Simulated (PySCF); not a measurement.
# W3 (W3+): the cost of one run

Program: PySCF 2.14.0. Level of theory: BP86, W def2-SVP with ECP60; scalar-relativistic core potentials, no spin–orbit coupling. These are calculated values, not measurements.

1 further run of the same task is left out (for a known fault of the program). Runs told in other sessions of the task aren't counted.

## (1) Starting geometry

3 atoms, charge 1, spin multiplicity 4.

Bond lengths: W1–W2 2.323 Å, W2–W3 2.323 Å. Angles: W1–W2–W3 180.0°.

Geometry (Å):

```xyz
3
charge 1, multiplicity 4
W     0.00000    0.00000    2.32270
W     0.00000    0.00000    0.00000
W     0.00000    0.00000   -2.32270
```

An earlier session relaxed this geometry at BP86, W def2-SVP with ECP60 (quartet, point group D∞h). Its vibrations showed it to be a saddle point, relaxed within its symmetry.

Its energy there is -201.051874 Eh.

## (2) Atoms moved at random, σ = 0.1 Å

Contents of run.py (the lines that set the calculation):

```python
mol = gto.M(atom='''
W     -0.18200     0.17887     2.14800
W      0.06251    -0.18555    -0.00883
W      0.11949     0.00668    -2.13916''',
    basis={'W': 'def2-SVP'},
    ecp={'W': 'def2-SVP'},
    charge=1, spin=3)
mf = dft.UKS(mol, xc='B88,P86')
mf.grids.atom_grid = (50, 194)
mf = mf.density_fit()  # fitting sets: W def2-universal-JKFIT
mf.conv_tol = 1e-08; mf.max_cycle = 55
mf.kernel(dm0)  # dm0: the density of the relaxed state
```

Command:

```console
OMP_NUM_THREADS=2 python run.py
```

**Question.** How long does this run take on 2 threads of Arm Neoverse V2, shared host?

About 58 s.
